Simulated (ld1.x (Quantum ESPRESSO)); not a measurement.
**Changing the settings of a TM potential for H**

One potential is built and tested. Then one design choice at a time is changed, to learn what it costs or gains.

Program: ld1.x (Quantum ESPRESSO) 7.5. Reference atom: revPBE, scalar-relativistic, spherical and spin-unpolarised. All values are calculated.

3 further runs of the same task are left out: 3 set aside as unsound or not needed.

## (1) The atom and the settings

Typed settings, in words:

```json
{
  "element": "hydrogen (H, Z = 1)",
  "type": "norm-conserving Troullier–Martins (Kleinman–Bylander form)",
  "frozen core": "none",
  "valence charge": "1",
  "reference configuration": "1s1",
  "partial waves": "2p channel at 0.05 Ry: rc 1.05 bohr; 1s (bound): rc 1.40 bohr",
  "local potential": "the s channel",
  "core correction": "not asked for"
}
```

The nodes and maxima of the atom's own shells, from an earlier all-electron run, set the scale for the radii.

All-electron outer shells of the reference configuration (revPBE, scalar-relativistic, ld1.x):

```json
{"shell": "1s", "level (eV)": "-6.54", "outermost node (bohr)": "–", "outermost maximum (bohr)": "1.03"}
```

## (2) The first potential

H.in

```
 &input
   title='H', zed=1., rel=1, dft='REVPBE', iswitch=3,
   config='1s1 2p-2',
   nld=2, rlderiv=1.55, eminld=-2.0, emaxld=5.0, deld=0.02
 /
 &inputp
   pseudotype=2, tm=.true., lloc=0,
   nlcc=.false.,
   file_pseudopw='H.UPF', file_wfcaegen='ae.wfc', file_wfcncgen='nc.wfc', file_beta='beta', file_chi='chi'
 /
2
2P  2  1  -2.00   0.05  1.05  1.05  0.0
1S  1  0   1.00   0.00  1.40  1.40  0.0
 &test
   configts(1)='1s1'
 /
```

Started as:

```sh
ld1.x < H.in > H.out
```

The output, H.out (without the banner and most projector matrices):

```text
     Program LD1 v.7.5
     --------------------------- All-electron run ----------------------------

     H
     scalar relativistic calculation

     atomic number is  1.00
     dft =REVPBE   lsd =0 sic =0 latt =0  beta=0.20 tr2=1.0E-14
     Exchange-correlation= REVPBE
                           (   1   4   4   4   0   0   0)
     mesh = 929 r(mesh) =  99.48432 a.u. xmin = -7.00 dx = 0.01250
     1 Ry =  13.60569312 eV, c = 137.03599908

     n l     nl                  e(Ry)          e(Ha)          e(eV)
     1 0     1S 1( 1.00)        -0.4810        -0.2405        -6.5437

     final scf error:  9.5E-15 reached in  22 iterations

     Etot =      -0.929569 Ry,      -0.464785 Ha,     -12.647431 eV

     Ekin =       0.906137 Ry,       0.453069 Ha,      12.328628 eV
     Encl =      -1.901507 Ry,      -0.950753 Ha,     -25.871318 eV
     Eh   =       0.583543 Ry,       0.291772 Ha,       7.939508 eV
     Exc  =      -0.517743 Ry,      -0.258871 Ha,      -7.044250 eV

     normalization and overlap integrals

     s(1S/1S) =  1.000000  <r> =   1.6260  <r2> =    3.6275  r(max) =   1.0253

     ------------------------ End of All-electron run ------------------------

     --------------------- Generating NC pseudopotential ---------------------

      Generating local pot.: lloc=0, matching radius rcloc =   1.4000

      Wfc   2P  rcut= 1.051  Using Troullier-Martins method

     ------------------- End of pseudopotential generation -------------------

     [... the all-electron block is printed once more ...]


     Computing logarithmic derivative in   1.55857
     Computing logarithmic derivative in   1.55857
     Computing the partial wave expansion
       no projector for channel:   0
     R is outside the sphere for l=    1 j= 0.00

     ---------------------- Testing the pseudopotential ----------------------

     H
     scalar relativistic calculation

     atomic number is  1.00   valence charge is  1.00
     dft =REVPBE   lsd =0 sic =0 latt =0  beta=0.20 tr2=1.0E-14
     mesh = 929 r(mesh) =  99.48432 xmin = -7.00 dx = 0.01250

     n l     nl             e AE (Ry)        e PS (Ry)    De AE-PS (Ry)
     1 0     1S   1( 1.00)       -0.48096       -0.48096        0.00000

     eps = 9.2E-15  iter = 19

     Etot =      -0.929569 Ry,      -0.464785 Ha,     -12.647431 eV
     Etotps =    -0.927927 Ry,      -0.463964 Ha,     -12.625094 eV

     Ekin =       0.868856 Ry,       0.434428 Ha,      11.821382 eV
     Encl =      -1.863213 Ry,      -0.931607 Ha,     -25.350307 eV
     Ehrt =       0.581533 Ry,       0.290766 Ha,       7.912157 eV
     Ecxc =      -0.515102 Ry,      -0.257551 Ha,      -7.008325 eV

     ---------------------- End of pseudopotential test ----------------------
```

Run time: 1.2 s. Hardware: 1 thread, shared host. This counts the later configuration tests of the new file too.

Partial waves on a coarse radial grid (AE all-electron, PS pseudo):

```
r (bohr)   1s AE   1s PS
   0.070  0.1262  0.0993
   0.140  0.2349  0.1962
   0.210  0.3280  0.2886
   0.280  0.4071  0.3744
   0.350  0.4738  0.4516
   0.420  0.5295  0.5189
   0.490  0.5755  0.5754
   0.560  0.6128  0.6207
   0.630  0.6426  0.6553
   0.700  0.6656  0.6801
   0.770  0.6829  0.6966
   0.840  0.6949  0.7062
   0.910  0.7025  0.7106
   0.980  0.7062  0.7112
   1.050  0.7065  0.7091
   1.120  0.7039  0.7049
   1.190  0.6987  0.6990
   1.260  0.6913  0.6913
   1.330  0.6821  0.6821
   1.400  0.6713  0.6713
   1.470  0.6591  0.6591
   1.540  0.6459  0.6459
   1.610  0.6318  0.6318
   1.680  0.6170  0.6170
   1.750  0.6016  0.6016
   1.820  0.5858  0.5858
```

## (3) Configuration tests

H.test.in

```
 &input
   title='H', zed=1., rel=1, dft='REVPBE', iswitch=2,
   config='1s1 2p-2'
 /
 &test
   file_pseudo='H.UPF', nconf=2,
   configts(1)='1s1',
   configts(2)='1s0.5'
 /
```

Started as:

```sh
ld1.x < H.test.in > H.test.out
```

H.test.out, the pseudopotential blocks, shortened:

```text
     ---------------------- Testing the pseudopotential ----------------------

     H
     scalar relativistic calculation

     atomic number is  1.00   valence charge is  1.00
     dft =REVPBE   lsd =0 sic =0 latt =0  beta=0.20 tr2=1.0E-14
     mesh = 929 r(mesh) =  99.48432 xmin = -7.00 dx = 0.01250

     n l     nl             e AE (Ry)        e PS (Ry)    De AE-PS (Ry)
     1 0     1S   1( 1.00)       -0.48096       -0.48096        0.00000

     eps = 8.3E-15  iter = 19

     Etot =      -0.929569 Ry,      -0.464785 Ha,     -12.647431 eV
     Etotps =    -0.927927 Ry,      -0.463964 Ha,     -12.625094 eV

     Ekin =       0.868856 Ry,       0.434428 Ha,      11.821382 eV
     Encl =      -1.863213 Ry,      -0.931607 Ha,     -25.350307 eV
     Ehrt =       0.581533 Ry,       0.290766 Ha,       7.912157 eV
     Ecxc =      -0.515102 Ry,      -0.257551 Ha,      -7.008325 eV

     ---------------------- End of pseudopotential test ----------------------

     ---------------------- Testing the pseudopotential ----------------------

     H
     [...]
     n l     nl             e AE (Ry)        e PS (Ry)    De AE-PS (Ry)
     1 0     1S   1( 0.50)       -0.94168       -0.94066       -0.00101

     eps = 9.2E-15  iter = 17

     Etot =      -0.576395 Ry,      -0.288197 Ha,      -7.842251 eV
     Etotps =    -0.574918 Ry,      -0.287459 Ha,      -7.822160 eV
     dEtot_ae =       0.353174 Ry
     dEtot_ps =       0.353009 Ry,   Delta E=       0.000165 Ry

     [...]
     ---------------------- End of pseudopotential test ----------------------
```

The tests as a table, with energies relative to 1s1.

| valence configuration | charge | ΔE all-electron (eV) | error AE − PS (meV) |
| --- | --- | --- | --- |
| 1s0.5 | +0.5 | 4.805 | +2.2 |

## (4) Does it scatter like the atom?

Taken from the files of the generation run. The phase is arctan(r·u′/u) with u = r·R, unwrapped, with energies in Ry. A pole is an energy at which the radial function vanishes at the test radius. The pseudo phase is shifted by a multiple of π to meet the all-electron one at the reference energy. Levels narrower than the energy grid can be missing from the poles. The last column is the largest difference on the grid between −1 and +1 Ry.

```tsv
channel	radius (bohr)	reference (Ry)	poles AE	poles PS	window around the reference with phases within 0.05 rad (Ry)	largest difference near zero (rad)
s	1.56	-0.48	1.25	1.28	below 4.3	0.004
p	1.56	0.05	none	none	the whole range	0.001
```

Phases (rad) along the scan:

```
E (Ry)    s AE    s PS    p AE    p PS
 -2.00   0.964   0.965   1.183   1.183
 -1.52   0.788   0.789   1.149   1.149
 -1.04   0.422   0.424   1.106   1.106
 -0.56  -0.308  -0.308   1.050   1.050
 -0.08  -0.990  -0.989   0.974   0.974
  0.40  -1.319  -1.317   0.865   0.865
  0.88  -1.488  -1.483   0.701   0.700
  1.36  -1.592  -1.586   0.442   0.439
  1.84  -1.669  -1.661   0.051   0.043
  2.32  -1.734  -1.723  -0.413  -0.428
  2.80  -1.796  -1.782  -0.796  -0.813
  3.28  -1.863  -1.842  -1.048  -1.065
  3.76  -1.942  -1.910  -1.210  -1.227
  4.24  -2.044  -1.996  -1.319  -1.336
  4.72  -2.191  -2.110  -1.397  -1.414
```

## (5) Plane-wave convergence, by spherical Bessel functions

A separate test, outside the generator: the pseudo-atom's Hamiltonian at the reference potential is diagonalised in spherical Bessel functions j_l(qr) that vanish at 20 bohr, with q² up to the cutoff.

All-electron valence levels (Ry): 1s -0.4810. The lowest levels of each channel (Ry) by cutoff; the last column sums, over occupied levels, occupation times the distance from the level at 400 Ry. A positive value at high cutoff is not a bound level.

```
cutoff (Ry)    p #1     s #1    d #1    f #1  Σ f·Δε (mRy)
          8  0.0251  -0.4310  0.0757  0.1187          50.0
         10  0.0251  -0.4457  0.0757  0.1187          35.2
         12  0.0251  -0.4569  0.0757  0.1187          24.1
         15  0.0251  -0.4651  0.0757  0.1187          15.8
         18  0.0251  -0.4732  0.0757  0.1187           7.8
         21  0.0251  -0.4764  0.0757  0.1187           4.5
         25  0.0251  -0.4785  0.0757  0.1187           2.5
         30  0.0251  -0.4801  0.0757  0.1187           0.9
         35  0.0251  -0.4807  0.0757  0.1187           0.3
         40  0.0251  -0.4808  0.0757  0.1187           0.2
        400  0.0251  -0.4810  0.0757  0.1187           0.0
```

The sum stays within 10 mRy from 18 Ry and within 1 mRy from 30 Ry. The sum leaves out empty levels, which can need more. Ghost test: no level below the all-electron spectrum of its channel (p, s, d, f tested).

## (6) Changed: waves 1s (bound): rc 0.86 bohr

Changes to H.in since step 2:

```diff
@@ -3,3 +3,3 @@
    config='1s1 2p-2',
-   nld=2, rlderiv=1.55, eminld=-2.0, emaxld=5.0, deld=0.02
+   nld=2, rlderiv=1.15, eminld=-2.0, emaxld=5.0, deld=0.02
  /
@@ -12,3 +12,3 @@
 2P  2  1  -2.00   0.05  1.05  1.05  0.0
-1S  1  0   1.00   0.00  1.40  1.40  0.0
+1S  1  0   1.00   0.00  0.86  0.86  0.0
  &test
```

Started as:

```sh
ld1.x < H.in > H.out
```

Output in H.out (without the banner and most projector matrices):

```text
     Program LD1 v.7.5
     [... all-electron run as in step 2 ...]


     --------------------- Generating NC pseudopotential ---------------------

      Generating local pot.: lloc=0, matching radius rcloc =   0.8600

      Wfc   2P  rcut= 1.051  Using Troullier-Martins method

     ------------------- End of pseudopotential generation -------------------

     [... all-electron run as in step 2 ...]


     Computing logarithmic derivative in   1.15462
     Computing logarithmic derivative in   1.15462
     Computing the partial wave expansion
       no projector for channel:   0
     R is outside the sphere for l=    1 j= 0.00

     ---------------------- Testing the pseudopotential ----------------------

     H
     scalar relativistic calculation

     atomic number is  1.00   valence charge is  1.00
     dft =REVPBE   lsd =0 sic =0 latt =0  beta=0.20 tr2=1.0E-14
     mesh = 929 r(mesh) =  99.48432 xmin = -7.00 dx = 0.01250

     n l     nl             e AE (Ry)        e PS (Ry)    De AE-PS (Ry)
     1 0     1S   1( 1.00)       -0.48096       -0.48096        0.00001

     eps = 2.2E-15  iter = 12

     Etot =      -0.929569 Ry,      -0.464785 Ha,     -12.647431 eV
     Etotps =    -0.929360 Ry,      -0.464680 Ha,     -12.644586 eV

     Ekin =       0.894451 Ry,       0.447226 Ha,      12.169631 eV
     Encl =      -1.889854 Ry,      -0.944927 Ha,     -25.712775 eV
     Ehrt =       0.583307 Ry,       0.291653 Ha,       7.936294 eV
     Ecxc =      -0.517264 Ry,      -0.258632 Ha,      -7.037737 eV

     ---------------------- End of pseudopotential test ----------------------
```

It took 1.2 s on 1 thread, shared host. (Generation and the later configuration tests together.)

The new file went through the configuration test as well (its log is not shown).

The tests as a table, with energies relative to 1s1.

```tsv
valence configuration	charge	ΔE all-electron (eV)	error AE − PS (meV)
1s0.5	+0.5	4.805	+0.2
```

With this change the loose cutoff goes from 18 Ry to 30 Ry, the largest test error goes from +2.2 to +0.2 meV and there is no bound ghost.

## (7) Results

Cutoffs, loose and tight: the cutoffs (Ry, on a coarse ladder) from which the occupation-weighted sum of valence levels, in a spherical-Bessel basis at the reference potential, stays within 10 and 1 mRy of its value at 400 Ry; empty and scattering waves don't count. The number of plane waves in a given cell goes as the cutoff to the power 3/2; it is given for the loose cutoff, relative to the first potential. Test errors are all-electron less pseudo; runs with another core, reference, functional or relativity have tests of their own. The phase difference is the largest within 1 Ry of zero, over the channels with partial waves. 7 further runs were made in the same way; their inputs and logs are not shown.

```tsv
change	outcome	cutoff, loose	cutoff, tight	plane waves, relative	bound ghosts	largest test error (meV)	phase difference near zero (rad)
first potential	generated	18 Ry	30 Ry	1.00	none	+2.2	0.004
waves 1s (bound): rc 0.86 bohr	generated	30 Ry	55 Ry	2.15	none	+0.2	0.001
all radii scaled by 1.13 (s 1.58, p 1.18 bohr)	generated	18 Ry	25 Ry	1.00	none	+3.9	0.007
local potential all-electron potential smoothed inside 0.85 bohr (lloc = -2)	generated	18 Ry	30 Ry	1.00	none	+2.7	0.002
waves 1s (bound): rc 2.16 bohr	generated	10 Ry	18 Ry	0.41	none	+15	0.035
functional PBE	generated	18 Ry	30 Ry	1.00	none	+2.4	0.004
non-relativistic	generated	18 Ry	30 Ry	1.00	none	+2.3	0.004
all radii scaled by 1.25 (s 1.74, p 1.32 bohr)	generated	15 Ry	21 Ry	0.76	none	+6.0	0.010
functional LDA (PZ)	generated	18 Ry	30 Ry	1.00	none	+2.2	0.004
```

What this shows: The softest is the variant "waves 1s (bound): rc 2.16 bohr", at 10 Ry; the highest cutoff read, 30 Ry, costs 5.2 times the plane waves.

The first potential by itself. The worst unpolarised test, 1s0.5, is off by 2.2 meV on 4.8 eV; by total energies transferability rates as very good. The potential is soft on the atom at that tolerance: the looser tolerance needs 18 Ry. It is free of bound ghosts as far as tested.
